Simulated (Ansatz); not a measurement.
# CsW3: the cost of one run

Computed with Ansatz 0.2.0 (DFT PBE, scalar-relativistic, plane waves, PAW, unless a step's input says otherwise).

## Step 1: The starting structure

Symmetry: Im-3m, No. 229, cubic system. The conventional cell has a = 5.855 Å, b = 5.855 Å, c = 5.855 Å, α = 90.00°, β = 90.00°, γ = 90.00°. Cs (site symmetry m-3m) has 6 W at 2.93 Å as nearest neighbours. Around W (site symmetry 4/mmm) lie 2 Cs at 2.93 Å and 4 W at 2.93 Å.

As a file:

```cif
data_structure
_symmetry_space_group_name_H-M 'Im-3m'
_symmetry_Int_Tables_number 229
_cell_length_a 5.8548
_cell_length_b 5.8548
_cell_length_c 5.8548
_cell_angle_alpha 90.000
_cell_angle_beta 90.000
_cell_angle_gamma 90.000
_cell_volume 200.69
loop_
_atom_site_label
_atom_site_type_symbol
_atom_site_symmetry_multiplicity
_atom_site_Wyckoff_symbol
_atom_site_fract_x
_atom_site_fract_y
_atom_site_fract_z
_atom_site_occupancy
Cs1 Cs 2 a 0.00000 0.00000 0.00000 1
W1 W 6 b 0.50000 0.00000 0.00000 1
```

Recipe of the guess: random cell by space group and Wyckoff sites (Im-3m, No. 229). The dimensions are guesses.

## Step 2: The guess as it stands, on a coarse mesh

input.yaml

```yaml
crystal:
  lattice:
    - [-2.92739624, 2.92739624, 2.92739624]
    - [2.92739624, -2.92739624, 2.92739624]
    - [2.92739624, 2.92739624, -2.92739624]
  atoms:
    - { symbol: Cs, position: [0.0, 0.0, 0.0] }
    - { symbol: W, position: [0.0, 0.5, 0.5] }
    - { symbol: W, position: [0.5, 0.0, 0.5] }
    - { symbol: W, position: [0.5, 0.5, 0.0] }
basis:
  ecutwfc: 420
kpoints:
  mp_grid: { grid: [4, 4, 4] }
hamiltonian:
  xc: pbe
scf:
  occupations: { method: gaussian, width: 0.1 }
  lower_state_search: "off"
output:
  forces: true
  stress: true
  eigenvalues: true
```

Started as:

```
$ ansatz run input.yaml --threads 1 --pin off --max-ram 2048MiB --backend cpu --events-out ev --progress --plain --runs-dir out
```

Q: Estimate wall time and peak memory on 1 thread of Arm Neoverse V2, shared host.

About 1.5 s, with a peak of 0.34 GiB.
